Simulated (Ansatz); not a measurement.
# ClH7OSi3: one species, many methods

One table from this session's results is given with a row withheld; the runs are named, their logs left out.

Computed with Ansatz 0.2.0, Gaussian basis. Level: functionals in def2-TZVPP, the program's frozen cores in correlated methods.

Levels to be run: LDA (SPW92), PBE-D4, revPBE-D4, BLYP-D4, r2SCAN-D4, B97M-V, PBE0-D4, B3LYP-D4, r2SCANh-D4, r2SCAN0-D4, HSE06-D4, BHLYP-D4, CAM-B3LYP-D4, LC-ωPBE, ωB97X-V, ωB97M-V, B2PLYP, PBE-QIDH; CCSD(T)/def2-SVP; CCSD(T)/def2-TZVPP; MP2/def2-QZVPP; extrapolation to the limit; RPA on PBE.

### The relaxed structure

The geometry comes from an earlier relaxation with PBE0-D4 in a triple-zeta def2 set; it is a stationary point, not always the lowest conformer.

SMILES `O[Si]([SiH3])([SiH3])Cl`, 12 atoms, charge 0, spin multiplicity 1.

Atoms are counted from 1 here; the program's logs count them from 0.

Bond lengths: O1–Si2 1.646 Å, O1–H6 0.960 Å, Si2–Si3 2.347 Å, Si2–Si4 2.339 Å, Si2–Cl5 2.079 Å, Si3–H7 1.486 Å, Si3–H8 1.488 Å, Si3–H9 1.489 Å, Si4–H10 1.486 Å, Si4–H11 1.487 Å, Si4–H12 1.487 Å. Angles: Si2–O1–H6 118.0°, O1–Si2–Si3 112.2°, O1–Si2–Si4 106.5°, O1–Si2–Cl5 109.8°, Si3–Si2–Si4 115.6°, Si3–Si2–Cl5 104.9°, Si4–Si2–Cl5 107.6°, Si2–Si3–H7 109.8°, Si2–Si3–H8 110.5°, Si2–Si3–H9 109.3°, H7–Si3–H8 109.1°, H7–Si3–H9 109.3°, H8–Si3–H9 108.8°, Si2–Si4–H10 110.1°, Si2–Si4–H11 110.2°, Si2–Si4–H12 108.3°, H10–Si4–H11 109.7°, H10–Si4–H12 109.6° and more.

Set-up of the first run:

in.yaml reads:

```yaml
crystal:
  periodic: [false, false, false]
  atoms:
    - {symbol: O, position_ang: [-1.739706, 0.617225, -0.925103]}
    - {symbol: Si, position_ang: [-0.190704, 0.494613, -0.381895]}
    - {symbol: Si, position_ang: [-0.069965, 0.489749, 1.961661]}
    - {symbol: Si, position_ang: [0.741518, -1.368374, -1.446491]}
    - {symbol: Cl, position_ang: [0.896486, 2.166334, -0.970796]}
    - {symbol: H, position_ang: [-2.270629, 1.352259, -0.611159]}
    - {symbol: H, position_ang: [1.352406, 0.489491, 2.392902]}
    - {symbol: H, position_ang: [-0.748147, -0.713432, 2.515904]}
    - {symbol: H, position_ang: [-0.743654, 1.707456, 2.492069]}
    - {symbol: H, position_ang: [0.696717, -1.188842, -2.920804]}
    - {symbol: H, position_ang: [-0.002051, -2.599813, -1.068920]}
    - {symbol: H, position_ang: [2.154631, -1.501667, -1.003567]}
basis:
  gaussian: {orbitals: def2-TZVPP}
hamiltonian: {xc: lda}
output: {orbitals: {seedname: orbitals}}
```

Launch:

```bash
ansatz run in.yaml --threads 2 --pin off --events-out ev --progress --plain --max-ram 32768MiB --backend cpu
```

Among the steps run: LDA; PBE-D4 (GGA); revPBE-D4 (GGA); BLYP-D4 (GGA); r2SCAN-D4 (meta-GGA); B97M-V (meta-GGA); B3LYP-D4 (hybrid); r2SCANh-D4 (hybrid); r2SCAN0-D4 (hybrid); HSE06-D4 (hybrid); BHLYP-D4 (hybrid); CAM-B3LYP-D4 (range-separated); LC-ωPBE (range-separated); ωB97X-V (range-separated); ωB97M-V (range-separated); B2PLYP (double hybrid); PBE-QIDH (double hybrid).

One table of the session follows, with a row left open; its other results are not shown here.

It belongs to the step «Orbital energies across the functionals». 

```
  functional  HOMO (eV)  gap (eV)
 LDA (SPW92)      -6.54      4.71
      PBE-D4      -6.44      4.80
   revPBE-D4      -6.40      4.85
     BLYP-D4      -6.31      4.85
   r2SCAN-D4      -6.69      5.28
      B97M-V      -6.83      5.20
     PBE0-D4      -7.56      6.73
    B3LYP-D4          ?         ?
  r2SCANh-D4      -7.10      5.97
  r2SCAN0-D4      -7.71      7.01
    HSE06-D4      -7.17      5.96
    BHLYP-D4      -8.58      8.67
CAM-B3LYP-D4      -8.81      9.04
     LC-ωPBE     -10.07     11.37
     ωB97X-V      -9.76     10.94
     ωB97M-V      -9.52     10.42
```

**Question.** Estimate the row for B3LYP-D4.

Worked estimate for «HOMO (eV)». Against the share of exact exchange, BLYP-D4 (0, -6.31), BHLYP-D4 (0.5, -8.58) give a slope of -4.54 per unit share; at 0.2 the line stands at -7.22.

**Answer.** HOMO (eV): -7.37; gap (eV): 6.38. In «HOMO (eV)» the line misses by +0.15.
